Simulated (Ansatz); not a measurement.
# B2W: properties at the relaxed cell

One table from this session's results is given with a row withheld; the runs are named, their logs left out.

Method: DFT PBEsol, scalar-relativistic, plane waves, PAW, in Ansatz 0.2.0.

2 further runs of the same task are left out: 2 set aside as unsound or not needed.

## The starting structure

The structure is hexagonal, space group P6/mmm (No. 191). The conventional cell has a = 3.010 Å, b = 3.010 Å, c = 3.317 Å, α = 90.00°, β = 90.00°, γ = 120.00°. Around B (site symmetry -6m2) lie 3 B at 1.74 Å and 6 W at 2.40 Å. W (site symmetry 6/mmm) is surrounded by 12 B at 2.40 Å.

Structure file:

```cif
data_structure
_symmetry_space_group_name_H-M 'P6/mmm'
_symmetry_Int_Tables_number 191
_cell_length_a 3.0099
_cell_length_b 3.0099
_cell_length_c 3.3170
_cell_angle_alpha 90.000
_cell_angle_beta 90.000
_cell_angle_gamma 120.000
_cell_volume 26.02
loop_
_atom_site_label
_atom_site_type_symbol
_atom_site_symmetry_multiplicity
_atom_site_Wyckoff_symbol
_atom_site_fract_x
_atom_site_fract_y
_atom_site_fract_z
_atom_site_occupancy
B1 B 2 d 0.33333 0.66667 0.50000 1
W1 W 1 a 0.00000 0.00000 0.00000 1
```

This cell was relaxed beforehand with the same method: volume 8.67 Å³/atom, gap on the mesh none (metal).

The first run:

File input.yaml:

```yaml
crystal:
  lattice:
    - [2.979455143, 0.0, 0.0]
    - [-1.4897275715, 2.5802838433, 0.0]
    - [0.0, 0.0, 3.2835177504]
  atoms:
    - { symbol: B, position: [0.3333333333, 0.6666666667, 0.5] }
    - { symbol: B, position: [0.6666666667, 0.3333333333, 0.5] }
    - { symbol: W, position: [0.0, 0.0, 0.0] }
basis:
  ecutwfc: 420
kpoints:
  mp_grid: { grid: [18, 18, 12] }
hamiltonian:
  xc: pbesol
scf:
  occupations: { method: gaussian, width: 0.1 }
output:
  forces: true
  stress: true
  eigenvalues: true
relax:
  adjacent_minimum: "off"
  f_tol: 0.01
  max_steps: 30
  cell: { stress_tol: 0.1, fix: [volume] }
```

Command:

```sh
ansatz run input.yaml --threads 1 --pin off --max-ram 2560MiB --backend cpu --events-out ev --progress --plain --runs-dir out
```

Steps of the session up to this table: Point at V/V0 = 0.97; Point at V/V0 = 1.03; Point at V/V0 = 0.94; Volume × 1.06; The cell scaled to 0.91 of its volume; Point at V/V0 = 1.10; The cell scaled to 0.88 of its volume.

One of the session's tables, all rows but one given; the rest of the session is left out.

It belongs to the step «Fit of the equation of state». 

| volume (Å³/atom) | energy above the lowest point (meV/atom) | pressure (GPa) |
| --- | --- | --- |
| 7.634 | 163.4 | 56.11 |
| 7.894 | 86.8 | 38.65 |
| 8.154 | 36.5 | 23.74 |
| 8.414 | 8.7 | 10.97 |
| 8.675 | 0.0 | 0.01 |
| 8.935 | 7.9 | -9.39 |
| 9.195 | ? | ? |
| 9.542 | 77.8 | -26.38 |

Q: Estimate the row for volume (Å³/atom) = 9.195 from the others.

Worked estimate for «energy above the lowest point (meV/atom)». A straight line through the neighbours (8.935, 7.9) and (9.542, 77.8) gives 7.9 + (77.8 − 7.9) × (9.195 − 8.935) / (9.542 − 8.935) = 37.8; a parabola fitted to 3 rows on both sides gives 29.0.

As computed: energy above the lowest point (meV/atom): 29.9; pressure (GPa): -17.44. In «energy above the lowest point (meV/atom)» the line misses by +7.9 and the parabola by -0.9.
